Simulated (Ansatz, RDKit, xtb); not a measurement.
**C6H6OS: ranking a sample of isomers**

A sample of isomers of C6H6OS is drawn. Aim: find which of them has the lowest free energy at 298.15 K, then its properties. The sample is small against all isomers, and the most stable one of this formula need not be in it.

Plan: many cheap relaxations first (GFN2-xTB), then density-functional screening, relaxation at r2SCAN-D4/def2-SVP, vibrations (at GFN2-xTB) and a final energy. The numbers are computed, not measured.

### 1 Drawing up candidates

Isomers were taken from a list of plausible structures; this is a sample, not all of them. That gives 4 candidates.

| label | SMILES | spin |
| --- | --- | --- |
| c068 | O=C[C@@H]1C=CC=C1S | singlet |
| c281 | O=CC1=C(S)CC=C1 | singlet |
| c528 | O=CC1=CCC(S)=C1 | singlet |
| c536 | O=CC1=CC=C(S)C1 | singlet |

Candidates are built by distance geometry, with a force field where one applies, in up to four conformers (letters a to d).

**Question.** With final energies at CCSD(T)/def2-SVP + MP2/def2-TZVPP - MP2/def2-SVP, which structure will this search put lowest in free energy, and by what margin?

| quantity | value |
| --- | --- |
| lowest structure found | O=CC1=CC=C(S)C1, singlet |
| next finalist | O=CC1=C(S)CC=C1, singlet, 2.0 kcal/mol higher in G |
| share at equilibrium, among the finalists | 94.2 % |

The search ends on `O=CC1=CC=C(S)C1`. The margin, 2.0 kcal/mol, is modest. HF/STO-3G, HF/def2-SVP and MP2/def2-SVP already put its bonding pattern lowest among the structures in one piece; GFN2-xTB, r2SCAN-D4/def2-SVP and r2SCAN-D4/def2-SVP, relaxed favour the singlet O=CC1=C(S)CC=C1. The search is not exhaustive (a finite list of starts, one conformer a finalist), so a lower isomer can't be ruled out. Only 4 drawn patterns were tried, so whole families of isomers are missing, and the result ranks this sample alone.
